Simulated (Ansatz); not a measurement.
# Cs: the cost of one run

All numbers are computed with Ansatz 0.2.0 through its Python package. Level of theory: DFT r2SCAN, plane waves, PAW.

## Step 1: Starting point

It takes space group P6_3/mmc (No. 194, hexagonal). The conventional cell has a = 5.566 Å, b = 5.566 Å, c = 18.522 Å, α = 90.00°, β = 90.00°, γ = 120.00°.

No structure file is read: the coordinates are typed or built in the script.

## Step 2: The code

Contents of cs_ecut.py:

```python
"""Cutoff test for Cs."""

import warnings

import ansatz as az
import pandas as pd


def main() -> None:
    warnings.simplefilter("ignore", az.DeckWarning)

    lattice = az.Lattice.of(
        (5.565909, 0.0, 0.0),
        (-2.782954, 4.820218, 0.0),
        (0.0, 0.0, 18.521575),
    )
    sites = [
        ("Cs", (0.0, 0.0, 0.0)),
        ("Cs", (1 / 3, 2 / 3, 0.25)),
        ("Cs", (0.0, 0.0, 0.5)),
        ("Cs", (2 / 3, 1 / 3, 0.75)),
    ]
    cs = az.Crystal(lattice=lattice)
    for symbol, position in sites:
        cs = cs.atom(symbol, position)

    setup = (
        cs.calculation()
        .kpoints(spacing=0.29)
        .functional("r2SCAN")
        .occupations(az.OccupationsMethod.COLD, width=0.1)
        .forces()
        .stress()
    )

    rows = []
    for value in [250, 325, 400, 475, 550, 625]:
        r = setup.basis(value).run(threads=1, pin="off").report
        rows.append((value, r["free_energy_ev"] / len(r["lattice"]["sites"]), r["n_iterations"], sum(r["stress_gpa"][i][i] for i in range(3)) / 3, max(abs(f) for row in r["forces_ev_ang"] for f in row), r["n_pw"]))

    table = pd.DataFrame(rows, columns=["cutoff (eV)", "F/atom (eV)", "iterations", "P (GPa)", "max component (eV/A)", "plane waves"])
    print(table.round(5).to_string(index=False))

    # the last row is the reference
    for row in rows[:-1]:
        shift = 1000 * (row[1] - rows[-1][1])
        print(f"{row[0]}: {shift:+.2f} meV/atom" + ("  (within 1 meV)" if abs(shift) < 1 else ""))


if __name__ == "__main__":
    main()
```

## Step 3: The input behind the calls

The package turns the script's settings into the engine's input (first run):

```yaml
crystal:
  lattice:
    - [5.565909, 0.0, 0.0]
    - [-2.782954, 4.820218, 0.0]
    - [0.0, 0.0, 18.521575]
  atoms:
    - { symbol: Cs, position: [0.0, 0.0, 0.0] }
    - { symbol: Cs, position: [0.3333333333333333, 0.6666666666666666, 0.25] }
    - { symbol: Cs, position: [0.0, 0.0, 0.5] }
    - { symbol: Cs, position: [0.6666666666666666, 0.3333333333333333, 0.75] }
basis:
  ecutwfc: 250.0
kpoints:
  mp_grid:
    kspacing: 0.29
hamiltonian:
  xc: r2scan
scf:
  occupations:
    method: cold
    width: 0.1
output:
  forces: true
  stress: true
```

## Step 4: Running it

The run is started by

```sh
$ python cs_ecut.py
```

**Question.** How long does this script take on 1 thread of Arm Neoverse V2, shared host, and how much memory does it need?

About 1.8 min, with a peak of 2.4 GiB.
